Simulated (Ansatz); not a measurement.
# CH3Cl3SeTi: a ladder of functionals and wavefunction methods

One table from this session's results is given with a row withheld; the runs are named, their logs left out.

The runs use Ansatz 0.2.0, Gaussian basis; functionals in def2-TZVPP, the program's frozen cores in correlated methods.

Levels to be run: LDA (SPW92), PBE-D4, revPBE-D4, BLYP-D4, r2SCAN-D4, B97M-V, PBE0-D4, B3LYP-D4, r2SCANh-D4, r2SCAN0-D4, HSE06-D4, BHLYP-D4, CAM-B3LYP-D4, LC-ωPBE, ωB97X-V, ωB97M-V, B2PLYP, PBE-QIDH; CCSD(T)/def2-SVP; CCSD(T)/def2-TZVPP; MP2/def2-QZVPP; extrapolation to the limit; RPA on PBE.

## The geometry

The geometry comes from an earlier relaxation with PBE0-D4 in a triple-zeta def2 set; it is a stationary point, not always the lowest conformer.

SMILES `C[Se][Ti]([Cl])([Cl])[Cl]`, 9 atoms, charge 0, spin multiplicity 1.

Atoms are counted from 1 here; the program's logs count them from 0.

Bond lengths: C1–Se2 1.964 Å, C1–H7 1.088 Å, C1–H8 1.088 Å, C1–H9 1.088 Å, Se2–Ti3 2.369 Å, Ti3–Cl4 2.181 Å, Ti3–Cl5 2.166 Å, Ti3–Cl6 2.181 Å. Angles: Se2–C1–H7 109.7°, Se2–C1–H8 109.7°, Se2–C1–H9 106.2°, H7–C1–H8 110.9°, H7–C1–H9 110.1°, H8–C1–H9 110.1°, C1–Se2–Ti3 96.3°, Se2–Ti3–Cl4 107.5°, Se2–Ti3–Cl5 104.2°, Se2–Ti3–Cl6 107.5°, Cl4–Ti3–Cl5 113.8°, Cl4–Ti3–Cl6 109.4°, Cl5–Ti3–Cl6 113.8°.

The first run:

The input, in.yaml:

```yaml
crystal:
  periodic: [false, false, false]
  atoms:
    - {symbol: C, position_ang: [-0.061442, -1.427745, 0.862380]}
    - {symbol: Se, position_ang: [1.428263, -0.524706, -0.043740]}
    - {symbol: Ti, position_ang: [0.170337, 1.321603, -0.831238]}
    - {symbol: Cl, position_ang: [-1.432089, 0.537274, -2.085105]}
    - {symbol: Cl, position_ang: [1.612065, 2.528211, -1.907308]}
    - {symbol: Cl, position_ang: [-0.690406, 2.318600, 0.906690]}
    - {symbol: H, position_ang: [-0.463042, -0.782817, 1.640810]}
    - {symbol: H, position_ang: [-0.830335, -1.684996, 0.137272]}
    - {symbol: H, position_ang: [0.355149, -2.331624, 1.303140]}
basis:
  gaussian: {orbitals: def2-TZVPP}
hamiltonian: {xc: lda}
output: {orbitals: {seedname: orbitals}}
```

Command:

```bash
> ansatz run in.yaml --threads 2 --pin off --events-out ev --progress --plain --max-ram 32768MiB --backend cuda --devices 0, --max-vram 18GiB
```

Steps of the session up to this table: LDA; PBE-D4 (GGA); revPBE-D4 (GGA); BLYP-D4 (GGA); r2SCAN-D4 (meta-GGA); B97M-V (meta-GGA); B3LYP-D4 (hybrid); r2SCANh-D4 (hybrid); r2SCAN0-D4 (hybrid); HSE06-D4 (hybrid); BHLYP-D4 (hybrid); CAM-B3LYP-D4 (range-separated); LC-ωPBE (range-separated); ωB97X-V (range-separated); ωB97M-V (range-separated); B2PLYP (double hybrid); PBE-QIDH (double hybrid).

One of the session's tables, all rows but one given; the rest of the session is left out.

It belongs to the step «Orbital energies across the functionals». 

| functional | HOMO (eV) | LUMO (eV) | gap (eV) |
| --- | --- | --- | --- |
| LDA (SPW92) | -6.50 | -4.52 | 1.98 |
| PBE-D4 | -6.35 | -4.29 | 2.06 |
| revPBE-D4 | -6.29 | -4.21 | 2.08 |
| BLYP-D4 | -6.18 | -4.13 | 2.04 |
| r2SCAN-D4 | -6.62 | -4.27 | 2.35 |
| B97M-V | -6.66 | -4.24 | 2.42 |
| PBE0-D4 | -7.44 | -3.42 | 4.02 |
| B3LYP-D4 | -7.22 | -3.62 | 3.60 |
| r2SCANh-D4 | -7.02 | -3.92 | 3.09 |
| r2SCAN0-D4 | -7.62 | -3.39 | 4.23 |
| HSE06-D4 | -7.05 | -3.80 | 3.25 |
| BHLYP-D4 | -8.38 | -2.33 | 6.05 |
| CAM-B3LYP-D4 | ? | ? | ? |
| LC-ωPBE | -9.97 | -1.39 | 8.57 |
| ωB97X-V | -9.64 | -1.36 | 8.28 |
| ωB97M-V | -9.49 | -1.31 | 8.18 |

**Question.** Estimate the row for CAM-B3LYP-D4.

**Answer.** HOMO (eV): -8.66; LUMO (eV): -2.36; gap (eV): 6.30. In the column «HOMO (eV)» it lies between ωB97M-V (-9.49) and BHLYP-D4 (-8.38).
